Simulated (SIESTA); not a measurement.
Runs of SIESTA 5.4.2 on Ba2Tl5V3O12. The structure is trigonal, space group R-3m (No. 166). Conventional cell: a = 8.474 Å, b = 8.474 Å, c = 18.385 Å, α = 90.00°, β = 90.00°, γ = 120.00°. Ba (site symmetry -3m) is surrounded by 12 O at 3.23 Å. Ba (site symmetry -3m) is surrounded by 12 O at 3.22 Å. Around V (site symmetry 2/m) lie 4 O at 1.82 Å. Tl (site symmetry 2/m) is surrounded by 4 O at 2.36 Å. Around Tl (site symmetry 3m) lie 3 V at 2.80 Å and 6 O at 2.84 Å and 3 Tl at 2.98 Å. Around O (site symmetry 1) lie 1 V at 1.82 Å. The cell was built by a generator and needn't be a form met in nature.

```tsv
task	level	potentials or basis	spin	U	hubbard projector method	U from the first cycle	broadening (eV)	window from (eV)	window to (eV)	gap on the mesh (eV)	pressure (GPa)	moment (μB)	largest force (eV/Å)
density of states	PBE+U	PseudoDojo 0.4 standard (PBE files), DZP (energy shift 0.003 Ry; two zetas on semicore shells; d shell added on Ba)	collinear, ferromagnetic start	V d U = 2 eV	1	yes	0.05 eV	-15 eV	5 eV	none	2.1	1.21	0.41
single point	PBE	PseudoDojo 0.4 standard (PBE files), DZP (energy shift 0.003 Ry; two zetas on semicore shells; d shell added on Ba)	collinear, zero start	-	-	-	-	-	-	none	1.4	0.00	(a)
density of states	PBE	PseudoDojo 0.4 standard (PBE files), DZP (energy shift 0.003 Ry; two zetas on semicore shells; d shell added on Ba)	collinear, ferromagnetic start	-	1	yes	0.05 eV	-15 eV	5 eV	none	1.4	1.09	0.23
single point	PBE	PseudoDojo 0.4 standard (PBE files), DZP (energy shift 0.003 Ry; two zetas on semicore shells; d shell added on Ba)	collinear, ferrimagnetic start	-	-	-	-	-	-	none	1.4	1.09	0.23
band structure	PBE	PseudoDojo 0.4 standard (PBE files), TZDP (energy shift 0.003 Ry; two zetas on semicore shells; d shell added on Ba)	collinear, ferromagnetic start	-	-	-	-	-	-	none	(c)	1.10	0.25
single point	PBE	PseudoDojo 0.4 standard (PBE files), DZP (energy shift 0.003 Ry; two zetas on semicore shells; d shell added on Ba)	collinear, fm_larger start	-	-	-	-	-	-	none	1.4	1.09	0.23
band structure	PBE	PseudoDojo 0.4 standard (PBE files), TZP (energy shift 0.003 Ry; two zetas on semicore shells; d shell added on Ba)	collinear, ferromagnetic start	-	-	-	-	-	-	none	1.2	1.10	0.19
band structure	PBE	PseudoDojo 0.4 standard (PBE files), SZP (energy shift 0.003 Ry; d shell added on Ba)	collinear, ferromagnetic start	-	-	-	-	-	-	none	2.3	1.10	0.31
single point	PBE	PseudoDojo 0.4 standard (PBE files), DZP (energy shift 0.003 Ry; two zetas on semicore shells; d shell added on Ba)	collinear, antiferromagnetic start	-	-	-	-	-	-	none	1.4	1.09	0.23
density of states	PBE+U	PseudoDojo 0.4 standard (PBE files), DZP (energy shift 0.003 Ry; two zetas on semicore shells; d shell added on Ba)	collinear, ferromagnetic start	V d U = 6 eV	1	yes	0.05 eV	-15 eV	5 eV	none	4.4	1.56	1.07
density of states	PBE+U	PseudoDojo 0.4 standard (PBE files), DZP (energy shift 0.003 Ry; two zetas on semicore shells; d shell added on Ba)	collinear, ferromagnetic start	V d U = 4 eV	1	yes	0.05 eV	-15 eV	5 eV	none	3.1	(b)	0.71
single point	PBE	PseudoDojo 0.4 standard (PBE files), DZP (energy shift 0.003 Ry; two zetas on semicore shells; d shell added on Ba)	collinear, ferromagnetic start	-	-	-	-	-	-	none	1.4	1.09	0.23
```

Alike in all rows: cell as given; k mesh 4 × 4 × 4; smearing fermi-dirac 0.05 eV; grid cutoff 800 Ry; energy shift 0.003 Ry.

**Question.** Fill in the values left out.

**Answer.** (a) 0.21; (b) 1.39; (c) 1.3.

Caveats: this set's barium file shifts pressures by up to 1 GPa against other sets; the basis of atomic orbitals isn't converged, which shifts pressures, moduli and gaps; semilocal functionals often make such compounds metallic where correlation or magnetic order opens a gap, which also shifts bond lengths (some runs); spin-orbit coupling is left out, which moves the levels of the heavy elements (some runs); forces of over 1 eV/Å show positions far from the minimum, so gaps and moduli don't describe the material at rest (some runs).

A k mesh can miss the band edges, and the runs leave out spin-orbit coupling on Ba, Tl.

A gap of «none» marks a metal or a gap under the smearing width.
